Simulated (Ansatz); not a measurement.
# H6InNSi: how energies converge with the basis set

Aim: see how fast density functionals converge with the basis set for H6InNSi.

Computed with Ansatz 0.2.0, Gaussian basis. Level: one geometry, several basis sets.

Plan: PBE0-D4/def2-SVP; ωB97M-V/def2-SVP; PBE0-D4/def2-QZVPP; ωB97M-V/def2-QZVPP; the functionals' def2-TZVPP values are taken from earlier runs.

## (1) Structure used throughout

An earlier PBE0-D4 in a triple-zeta def2 set relaxation fixed the geometry. In takes the def2 core potential; no spin-orbit term is included.

9 atoms, charge 0, spin multiplicity 1.

Atoms are counted from 1 here; the program's logs count them from 0.

Bond lengths: N1–Si2 1.729 Å, N1–H4 1.007 Å, N1–H5 1.008 Å, Si2–In3 2.572 Å, Si2–H6 1.491 Å, Si2–H7 1.501 Å, In3–H8 1.735 Å, In3–H9 1.730 Å. Angles: Si2–N1–H4 119.3°, Si2–N1–H5 120.1°, H4–N1–H5 110.7°, N1–Si2–In3 109.0°, N1–Si2–H6 107.5°, N1–Si2–H7 115.0°, In3–Si2–H6 111.6°, In3–Si2–H7 108.8°, H6–Si2–H7 104.9°, Si2–In3–H8 120.6°, Si2–In3–H9 122.7°, H8–In3–H9 116.6°.

## (2) PBE0-D4 in def2-SVP

Contents of in.yaml:

```yaml
crystal:
  periodic: [false, false, false]
  atoms:
    - {symbol: N, position_ang: [-0.891480, 0.591417, -1.336409]}
    - {symbol: Si, position_ang: [0.373812, 0.743957, -0.168727]}
    - {symbol: In, position_ang: [0.267241, -1.255400, 1.446121]}
    - {symbol: H, position_ang: [-1.095584, -0.314152, -1.726571]}
    - {symbol: H, position_ang: [-1.035728, 1.316033, -2.022472]}
    - {symbol: H, position_ang: [0.170042, 2.036509, 0.545229]}
    - {symbol: H, position_ang: [1.758854, 0.832119, -0.740674]}
    - {symbol: H, position_ang: [-0.551224, -2.716768, 0.991920]}
    - {symbol: H, position_ang: [1.004058, -1.233704, 3.011582]}
basis:
  gaussian: {orbitals: def2-SVP}
hamiltonian: {xc: pbe0, dispersion: d4}
output: {orbitals: {seedname: orbitals}}
```

The runs that follow: ωB97M-V in def2-SVP; PBE0-D4 in def2-QZVPP; ωB97M-V in def2-QZVPP.

**Question.** What will the summary of the whole plan be? Wanted: PBE0-D4: double and triple zeta above quadruple; ωB97M-V: double and triple zeta above quadruple.

The runs gave:

| quantity | value |
| --- | --- |
| PBE0-D4: double and triple zeta above quadruple | 5.40, 0.42 eV |
| ωB97M-V: double and triple zeta above quadruple | 5.52, 0.40 eV |

What this shows: For PBE0-D4 the step from double to triple zeta gains 4.98 eV and the next only 0.42 eV. Total energies overstate the basis error of differences, where much of it tends to cancel.
